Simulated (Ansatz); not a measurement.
# Cl2H3InOSi: one species, many methods

An exercise on one series of results from a longer session: the logs are not shown, and one member is left open.

The runs use Ansatz 0.2.0, Gaussian basis; functionals in def2-TZVPP, the program's frozen cores in correlated methods.

Plan: LDA (SPW92), PBE-D4, revPBE-D4, BLYP-D4, r2SCAN-D4, B97M-V, PBE0-D4, B3LYP-D4, r2SCANh-D4, r2SCAN0-D4, HSE06-D4, BHLYP-D4, CAM-B3LYP-D4, LC-ωPBE, ωB97X-V, ωB97M-V, B2PLYP, PBE-QIDH; CCSD(T)/def2-SVP; CCSD(T)/def2-TZVPP; MP2/def2-QZVPP; extrapolation to the limit; RPA on PBE.

### The relaxed structure

The geometry comes from an earlier relaxation with PBE0-D4 in a triple-zeta def2 set; it is a stationary point, not always the lowest conformer. In takes the def2 core potential; no spin-orbit term is included.

8 atoms, charge 0, spin multiplicity 1.

Atoms are counted from 1 here; the program's logs count them from 0.

Bond lengths: Si1–O2 1.638 Å, Si1–H6 1.490 Å, Si1–H7 1.487 Å, Si1–H8 1.486 Å, O2–In3 1.950 Å, In3–Cl4 2.296 Å, In3–Cl5 2.288 Å. Angles: O2–Si1–H6 111.2°, O2–Si1–H7 109.6°, O2–Si1–H8 109.4°, H6–Si1–H7 108.7°, H6–Si1–H8 108.8°, H7–Si1–H8 109.2°, Si1–O2–In3 136.8°, O2–In3–Cl4 119.8°, O2–In3–Cl5 118.1°, Cl4–In3–Cl5 122.1°.

The first run:

in.yaml reads:

```yaml
crystal:
  periodic: [false, false, false]
  atoms:
    - {symbol: Si, position_ang: [-1.170810, -0.098325, 0.976492]}
    - {symbol: O, position_ang: [-0.191754, 0.710225, -0.058937]}
    - {symbol: In, position_ang: [1.348438, 0.290875, -1.178543]}
    - {symbol: Cl, position_ang: [2.183822, -1.847446, -1.214412]}
    - {symbol: Cl, position_ang: [2.266486, 1.977028, -2.423981]}
    - {symbol: H, position_ang: [-0.723494, -1.509196, 1.148781]}
    - {symbol: H, position_ang: [-2.561024, -0.099010, 0.449442]}
    - {symbol: H, position_ang: [-1.151676, 0.575839, 2.301148]}
basis:
  gaussian: {orbitals: def2-TZVPP}
hamiltonian: {xc: lda}
output: {orbitals: {seedname: orbitals}}
```

Among the steps run: LDA; PBE-D4 (GGA); revPBE-D4 (GGA); BLYP-D4 (GGA); r2SCAN-D4 (meta-GGA); B97M-V (meta-GGA); PBE0-D4 (hybrid); B3LYP-D4 (hybrid); r2SCANh-D4 (hybrid); r2SCAN0-D4 (hybrid); HSE06-D4 (hybrid); BHLYP-D4 (hybrid); CAM-B3LYP-D4 (range-separated); LC-ωPBE (range-separated); ωB97X-V (range-separated); ωB97M-V (range-separated); B2PLYP (double hybrid); PBE-QIDH (double hybrid).

One of the session's tables, all rows but one given; the rest of the session is left out.

It belongs to the step «Frontier levels by functional». 

| functional | HOMO (eV) | LUMO (eV) | gap (eV) |
| --- | --- | --- | --- |
| LDA (SPW92) | -7.51 | -3.97 | 3.54 |
| PBE-D4 | -7.40 | -3.64 | 3.76 |
| revPBE-D4 | -7.35 | -3.51 | 3.84 |
| BLYP-D4 | -7.30 | -3.58 | 3.72 |
| r2SCAN-D4 | -7.75 | -3.44 | 4.31 |
| B97M-V | -7.83 | -3.52 | 4.31 |
| PBE0-D4 | -8.81 | -2.74 | 6.07 |
| B3LYP-D4 | -8.60 | -3.05 | 5.54 |
| r2SCANh-D4 | -8.27 | -3.12 | 5.16 |
| r2SCAN0-D4 | -9.05 | -2.63 | 6.43 |
| HSE06-D4 | -8.41 | -3.11 | 5.29 |
| BHLYP-D4 | -10.17 | -1.84 | 8.33 |
| CAM-B3LYP-D4 | ? | ? | ? |
| LC-ωPBE | -11.61 | -0.46 | 11.15 |
| ωB97X-V | -11.27 | -0.65 | 10.62 |
| ωB97M-V | -11.11 | -0.79 | 10.32 |

**Question.** Estimate the row for CAM-B3LYP-D4.

As computed: HOMO (eV): -10.24; LUMO (eV): -1.78; gap (eV): 8.46. In the column «HOMO (eV)» it lies between ωB97M-V (-11.11) and BHLYP-D4 (-10.17).
